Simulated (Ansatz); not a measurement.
# AlH7O3Si2: small, medium and large basis sets

The task here is to estimate one member of a computed series from the others.

The runs use Ansatz 0.2.0, Gaussian basis; one geometry, several basis sets.

The runs, in order: PBE0-D4/def2-SVP; ωB97M-V/def2-SVP; PBE0-D4/def2-QZVPP; ωB97M-V/def2-QZVPP; the functionals' def2-TZVPP values are taken from earlier runs.

### The relaxed structure

All runs share one geometry, relaxed beforehand with PBE0-D4 in a triple-zeta def2 set.

13 atoms, charge 0, spin multiplicity 1.

Atoms are counted from 1 here; the program's logs count them from 0.

Bond lengths: O1–Al2 1.684 Å, O1–H7 0.956 Å, Al2–O3 1.669 Å, Al2–O5 1.675 Å, O3–Si4 1.623 Å, Si4–H8 1.487 Å, Si4–H9 1.487 Å, Si4–H10 1.487 Å, O5–Si6 1.625 Å, Si6–H11 1.487 Å, Si6–H12 1.488 Å, Si6–H13 1.487 Å. Angles: Al2–O1–H7 122.4°, O1–Al2–O3 118.6°, O1–Al2–O5 121.1°, O3–Al2–O5 120.3°, Al2–O3–Si4 168.1°, O3–Si4–H8 109.7°, O3–Si4–H9 110.2°, O3–Si4–H10 110.4°, H8–Si4–H9 108.8°, H8–Si4–H10 108.8°, H9–Si4–H10 108.9°, Al2–O5–Si6 161.4°, O5–Si6–H11 109.7°, O5–Si6–H12 110.9°, O5–Si6–H13 109.7°, H11–Si6–H12 108.8°, H11–Si6–H13 108.9°, H12–Si6–H13 108.8°.

Set-up of the first run:

in.yaml reads:

```yaml
crystal:
  periodic: [false, false, false]
  atoms:
    - {symbol: O, position_ang: [1.487619, 1.691729, -1.443258]}
    - {symbol: Al, position_ang: [0.481946, 0.652759, -0.579519]}
    - {symbol: O, position_ang: [1.159354, -0.321349, 0.594210]}
    - {symbol: Si, position_ang: [2.106376, -1.117844, 1.644933]}
    - {symbol: O, position_ang: [-1.164406, 0.590976, -0.883935]}
    - {symbol: Si, position_ang: [-2.732403, 0.172478, -0.797456]}
    - {symbol: H, position_ang: [1.157763, 2.271899, -2.127077]}
    - {symbol: H, position_ang: [1.316284, -2.172526, 2.333076]}
    - {symbol: H, position_ang: [2.644488, -0.179199, 2.665229]}
    - {symbol: H, position_ang: [3.244199, -1.759068, 0.933727]}
    - {symbol: H, position_ang: [-3.190000, -0.330033, -2.119843]}
    - {symbol: H, position_ang: [-2.943120, -0.893000, 0.219216]}
    - {symbol: H, position_ang: [-3.547800, 1.358580, -0.424604]}
basis:
  gaussian: {orbitals: def2-SVP}
hamiltonian: {xc: pbe0, dispersion: d4}
output: {orbitals: {seedname: orbitals}}
```

Run with:

```console
$ ansatz run in.yaml --threads 8 --pin off --events-out ev --progress --plain --max-ram 18278MiB
```

Steps of the session up to this table: PBE0-D4 in def2-SVP; ωB97M-V in def2-SVP; PBE0-D4 in def2-QZVPP; ωB97M-V in def2-QZVPP.

One table of the session follows, with a row left open; its other results are not shown here.

It belongs to the step «Density functionals: the series». 

```
functional       basis  HOMO (eV)
   PBE0-D4    def2-SVP      -8.56
   PBE0-D4  def2-TZVPP      -8.68
   PBE0-D4  def2-QZVPP      -8.70
   ωB97M-V    def2-SVP     -10.83
   ωB97M-V  def2-TZVPP     -11.00
   ωB97M-V  def2-QZVPP          ?
```

**Question.** Estimate the row for ωB97M-V, def2-QZVPP.

The run gave: HOMO (eV): -11.02. In the column «HOMO (eV)» it is the lowest.
